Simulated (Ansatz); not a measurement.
TaV:

```
Ta V
1.0
     1.60670   -2.30777    0.00000
     1.60670    2.30777    0.00000
     0.00000    0.00000    8.68272
Ta V
2 2
Direct
  0.00000 0.00000 0.00000
  0.00000 0.00000 0.50000
  0.50000 0.50000 0.25000
  0.50000 0.50000 0.75000
```

The cell comes from a database or a generator and needn't be the stable form of this composition.

The cell isn't the ideal one: another cell of the same crystal, with 4 atoms.

Base run:

| Item | Value |
| --- | --- |
| Program | Ansatz 0.2.0 |
| Functional | PBE |
| Potentials or basis | Ansatz PAW |
| Cutoff | 420 eV (not typed: the program's choice for these potentials) |
| k mesh | 8 × 8 × 3 |
| Occupations | fermi-dirac, width 0.05 eV |
| Spin | collinear spin, antiferromagnetic start |
| Starting moments | [0.0, 0.0, 2.0, -2.0] μB |

Its results: band gap on the k mesh none (metal or under the smearing width); pressure -0.7 GPa; net moment 0.00 μB per cell.

**Question.** The run is repeated on the same cell with these changes: spin from collinear spin, antiferromagnetic start to collinear spin, random start; moments at the start from [0.0, 0.0, 2.0, -2.0] to [0.0, 0.0, -0.9, 0.13]. What comes out?

**Answer.** Band gap on the k mesh none (metal or under the smearing width); pressure -0.7 GPa; net moment -0.40 μB per cell; site moments Ta -0.00; V -0.16 μB.

Caveats: the starting moments weren't kept.
